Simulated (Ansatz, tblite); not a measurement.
# B4As5 zinc blende ring disc (B₄As₅H₁₆+): spin-state energies by level

Aim: set other spin states of B4As5 zinc blende ring disc (B₄As₅H₁₆+) against its singlet, on many levels of theory.

Program: Ansatz 0.2.0, Gaussian basis. Level of theory: as each input shows. These are calculated values, not measurements.

Plan: triplet, at the geometry of the singlet (GFN1-xTB, GFN2-xTB, PBE0-D4/def2-SVP, PBE-D4/def2-SVP); the singlet's energies come from earlier runs.

4 further runs of the same task are left out: 3 that didn't finish, 1 set aside as unsound or not needed. Runs told in other sessions of the task aren't counted.

**1. The geometry**

The geometry is that of the singlet, from an earlier relaxation (r2SCAN-D4/def2-SVP).

25 atoms, charge 1, spin multiplicity 1.

Bond lengths: B1–As5 2.065 Å, B1–As6 2.065 Å, B1–As7 2.063 Å, B1–H10 1.208 Å, B2–As6 2.053 Å, B2–As8 2.053 Å, B2–H11 1.213 Å, B2–H12 1.209 Å, B3–As5 2.053 Å, B3–As9 2.053 Å, B3–H13 1.209 Å, B3–H14 1.213 Å, B4–As7 2.063 Å, B4–As8 2.065 Å, B4–As9 2.065 Å, B4–H15 1.208 Å, As5–H16 1.504 Å, As5–H17 1.507 Å and more. Angles: As5–B1–As6 110.7°, As5–B1–As7 106.4°, As5–B1–H10 111.0°, As6–B1–As7 106.4°, As6–B1–H10 111.0°, As7–B1–H10 111.2°, As6–B2–As8 108.5°, As6–B2–H11 106.0°, As6–B2–H12 109.9°, As8–B2–H11 106.0°, As8–B2–H12 109.9°, H11–B2–H12 116.1°, As5–B3–As9 108.5°, As5–B3–H13 109.9°, As5–B3–H14 106.0°, As9–B3–H13 109.9°, As9–B3–H14 106.0°, H13–B3–H14 116.1° and more.

The ion is computed in the gas phase, without counter-ions or solvent.

**2. Triplet at the fixed geometry, GFN1-xTB**

Tight binding, by tblite at 300 K electronic temperature and without a spin-polarisation term:

```python
tblite.interface.Calculator('GFN1-xTB', numbers, positions, charge=1, uhf=2).singlepoint()
```

Energy -693.7083 eV; 0.038 s.

**3. Triplet at the fixed geometry, GFN2-xTB**

Tight binding, by tblite at 300 K electronic temperature and without a spin-polarisation term:

```python
tblite.interface.Calculator('GFN2-xTB', numbers, positions, charge=1, uhf=2).singlepoint()
```

Energy -661.4045 eV; 0.028 s.

**4. Triplet at the fixed geometry, PBE0-D4/def2-SVP**

Input file in.yaml:

```yaml
crystal:
  periodic: [false, false, false]
  atoms:
    - {symbol: B, position_ang: [-1.223093, -1.225972, 0.940770]}
    - {symbol: B, position_ang: [1.471266, -1.465450, -1.368705]}
    - {symbol: B, position_ang: [-1.468890, 1.463857, -1.371961]}
    - {symbol: B, position_ang: [1.221679, 1.226856, 0.941474]}
    - {symbol: As, position_ang: [-2.379721, 0.019433, -0.232005]}
    - {symbol: As, position_ang: [0.026523, -2.379033, -0.231216]}
    - {symbol: As, position_ang: [-0.001072, 0.000485, 2.061793]}
    - {symbol: As, position_ang: [2.379804, -0.018935, -0.229491]}
    - {symbol: As, position_ang: [-0.026878, 2.379070, -0.232392]}
    - {symbol: H, position_ang: [-1.914494, -1.919495, 1.648482]}
    - {symbol: H, position_ang: [0.881235, -0.876404, -2.249205]}
    - {symbol: H, position_ang: [2.288444, -2.280111, -1.728602]}
    - {symbol: H, position_ang: [-2.285194, 2.277880, -1.735256]}
    - {symbol: H, position_ang: [-0.876732, 0.873177, -2.249963]}
    - {symbol: H, position_ang: [1.912267, 1.920790, 1.649579]}
    - {symbol: H, position_ang: [-3.236621, -0.851512, -1.108772]}
    - {symbol: H, position_ang: [-3.425849, 0.583892, 0.693731]}
    - {symbol: H, position_ang: [-0.841489, -3.236877, -1.109979]}
    - {symbol: H, position_ang: [0.591391, -3.424853, 0.694579]}
    - {symbol: H, position_ang: [0.820468, -0.818586, 3.021926]}
    - {symbol: H, position_ang: [-0.823008, 0.819390, 3.021718]}
    - {symbol: H, position_ang: [3.425905, -0.581419, 0.697455]}
    - {symbol: H, position_ang: [3.236469, 0.851786, -1.106716]}
    - {symbol: H, position_ang: [-0.594258, 3.424392, 0.692453]}
    - {symbol: H, position_ang: [0.841857, 3.237651, -1.109714]}
basis:
  gaussian: {orbitals: def2-SVP}
total_charge: 1
magnetization: {spin_polarized: true, initial_magnetization: 2}
hamiltonian: {xc: pbe0, dispersion: d4}
scf: {omitted_lower_state_checks: [starts]}
output: {orbitals: {seedname: orbitals}}
```

Started as:

```bash
$ ansatz run in.yaml --threads 4 --pin off --events-out ev --progress --plain --max-ram 6963MiB
```

Standard output:

```text
Functional definition: PBE0
  name "PBE0"
  cite "Adamo & Barone, J. Chem. Phys. 110, 6158 (1999) doi:10.1063/1.478522"
  cite "Perdew, Burke & Ernzerhof, Phys. Rev. Lett. 77, 3865 (1996) doi:10.1103/PhysRevLett.77.3865"
  parent pbe
  parameter a = 0.25
  parameter kappa = 0.804
  parameter beta = 0.06672455060314922
  exchange = (1 - a)*pbe_x(kappa = kappa, mu = beta*pi^2/3) + a*exact_x
  correlation = pbe_c(beta = beta)
these checks for a lower state are left out or cut short: starts
2978 factors; integrals over basis functions are off by at most 9.0e-4 eV
mean field evaluation 1: about -307073.7240 eV, gradient 3.6e1 eV
mean field evaluation 2: about -307071.6495 eV, gradient 4.1e1 eV
mean field evaluation 4: about -307081.5070 eV, gradient 2.5e0 eV
mean field evaluation 8: about -307081.6893 eV, gradient 5.1e-1 eV
mean field evaluation 16: about -307081.6915 eV, gradient 1.2e-2 eV
mean field evaluation 32: about -307081.8094 eV, gradient 7.7e-1 eV
mean field -307081.81672955 eV, -11285.0486172797 hartree, gradient 7.9e-6 eV, S^2 2.008431; 0 other end points of the search recorded, 0 dependent functions left out
reference -307081.81677409 eV, -11285.0486189164 hartree; 101, 99 occupied and 195, 197 virtual orbitals, 2978 factors
Total energy: -307082.86175010 eV, -11285.0870210767 hartree
Checks for a lower state left out: starts
```

Wall time 2.5 min (4 threads of Arm Neoverse V1, shared host); peak memory 2.6 GiB.

From the report: HOMO -5.82 eV, LUMO -10.56 eV (over both spins; with the spin held, an empty level of the minority spin lies below the top filled one); ⟨S²⟩ 2.008 (pure: 2.00).

**5. Triplet at the fixed geometry, PBE-D4/def2-SVP**

start.molden holds the orbitals of an earlier run on this state, given as this run's starting guess.

Changes to in.yaml since step 4:

```diff
@@ -29,6 +29,6 @@
 basis:
-  gaussian: {orbitals: def2-SVP}
+  gaussian: {orbitals: def2-SVP, initial_orbitals: start.molden}
 total_charge: 1
 magnetization: {spin_polarized: true, initial_magnetization: 2}
-hamiltonian: {xc: pbe0, dispersion: d4}
+hamiltonian: {xc: pbe, dispersion: d4}
 scf: {omitted_lower_state_checks: [starts]}
```

The command is unchanged.

Standard output:

```text
Functional definition: PBE
  name "PBE"
  cite "Perdew, Burke & Ernzerhof, Phys. Rev. Lett. 77, 3865 (1996) doi:10.1103/PhysRevLett.77.3865"
  parent pbe
  parameter kappa = 0.804
  parameter beta = 0.06672455060314922
  exchange = pbe_x(kappa = kappa, mu = beta*pi^2/3)
  correlation = pbe_c(beta = beta)
these checks for a lower state are left out or cut short: starts
3359 factors; their error is unknown
mean field evaluation 1: about -307071.7818 eV, gradient 8.4e0 eV
mean field evaluation 2: about -307072.0309 eV, gradient 3.5e-1 eV
mean field evaluation 4: about -307071.8144 eV, gradient 1.8e0 eV
mean field evaluation 8: about -307071.8794 eV, gradient 9.1e-2 eV
mean field evaluation 16: about -307071.8814 eV, gradient 2.6e-5 eV
mean field -307071.88143463 eV, -11284.6835019257 hartree, gradient 6.1e-6 eV, S^2 2.002846; 0 other end points of the search recorded, 0 dependent functions left out
reference -307071.88149199 eV, -11284.6835040337 hartree; 101, 99 occupied and 195, 197 virtual orbitals, 3359 factors
Total energy: -307073.06698988 eV, -11284.7270702775 hartree
Checks for a lower state left out: starts
```

It took 64 s on 4 threads of Arm Neoverse V1, shared host; peak memory 2 GiB.

From the report: HOMO -5.27 eV, LUMO -10.71 eV (over both spins; with the spin held, an empty level of the minority spin lies below the top filled one); ⟨S²⟩ 2.003 (pure: 2.00).

**6. Triplet less singlet, vertical**

The singlet's energies are those of its earlier runs, whose logs aren't repeated here.

| level | triplet less singlet, vertical (eV) | time |
| --- | --- | --- |
| GFN1-xTB | +5.488 | 0.067 s |
| GFN2-xTB | +5.843 | 0.048 s |
| PBE-D4/def2-SVP | +5.366 | 74 s |
| PBE0-D4/def2-SVP | +6.021 | 2.8 min |

Times add the two runs; a level without a time comes out of a correlated run. Tight binding without a spin term can't rank spin states.

**7. Outcome**

```
                                               quantity                                   value
triplet less singlet, vertical, functionals in def2-SVP  +5.366 (PBE-D4) to +6.021 eV (PBE0-D4)
```

All functionals put the triplet above the singlet, over a spread of 0.655 eV. The checks for a lower triplet were left out, so another state of that spin may lie lower. These are electronic energies, without zero-point motion, entropy or surroundings.
